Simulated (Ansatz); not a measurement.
# CH6AlNOSn: the cost of one run

Program: Ansatz 0.2.0. Level of theory: RKS PBE0/def2-SVP. These are calculated values, not measurements.

## Step 1: The structure to begin with

Bond lengths: O1–C2 1.350 Å, C2–N3 1.477 Å, N3–Sn4 2.121 Å, C2–Al5 2.014 Å, Sn4–Al5 2.558 Å, O1–H6 1.061 Å, C2–H7 1.131 Å, N3–H8 1.095 Å, Sn4–H9 1.674 Å, Sn4–H10 1.784 Å, Al5–H11 1.630 Å. Angles (14 of 19 angles, heavy atoms first): O1–C2–N3 108.8°, O1–C2–Al5 107.8°, N3–C2–Al5 107.6°, C2–N3–Sn4 102.6°, N3–Sn4–Al5 73.9°, C2–Al5–Sn4 75.7°, O1–C2–H7 113.5°, N3–C2–H7 111.2°, Al5–C2–H7 107.8°, C2–O1–H6 105.9°, C2–N3–H8 107.5°, Sn4–N3–H8 101.8°, N3–Sn4–H9 114.2°, N3–Sn4–H10 108.7°.

As a file:

```xyz
11

O    -1.8263    0.8121    0.4113
C    -0.4890    0.8598    0.2343
N    -0.1659    0.3083   -1.0967
Sn    1.1451   -1.2920   -0.6282
Al    0.3558   -0.3421    1.6115
H    -2.2296    1.5647   -0.2188
H    -0.0534    1.8959    0.3645
H     0.5100    1.0142   -1.5910
H     2.7494   -0.9982   -1.0041
H     0.3277   -2.8320   -1.0080
H    -0.2583   -1.0477    2.9459
```

## Step 2: Relaxing end A

Input file input.yaml:

```yaml
crystal:
  periodic: [false, false, false]
  atoms:
    - { symbol: O, position_ang: [-1.8263, 0.8121, 0.4113] }
    - { symbol: C, position_ang: [-0.489, 0.8598, 0.2343] }
    - { symbol: "N", position_ang: [-0.1659, 0.3083, -1.0967] }
    - { symbol: Sn, position_ang: [1.1451, -1.292, -0.6282] }
    - { symbol: Al, position_ang: [0.3558, -0.3421, 1.6115] }
    - { symbol: H, position_ang: [-2.2296, 1.5647, -0.2188] }
    - { symbol: H, position_ang: [-0.0534, 1.8959, 0.3645] }
    - { symbol: H, position_ang: [0.51, 1.0142, -1.591] }
    - { symbol: H, position_ang: [2.7494, -0.9982, -1.0041] }
    - { symbol: H, position_ang: [0.3277, -2.832, -1.008] }
    - { symbol: H, position_ang: [-0.2583, -1.0477, 2.9459] }
basis:
  gaussian: { orbitals: def2-SVP }
hamiltonian:
  xc: pbe0
relax:
  f_tol: 0.02
  max_steps: 50
```

On the command line:

```sh
$ ansatz run input.yaml --threads 2 --pin off --max-ram 3072MiB --backend cpu --events-out ev --progress --plain --runs-dir out
```

Q: Estimate wall time and peak memory on 2 threads of Arm Neoverse V1, shared host.

About 2.4 min, with a peak of 0.3 GiB.
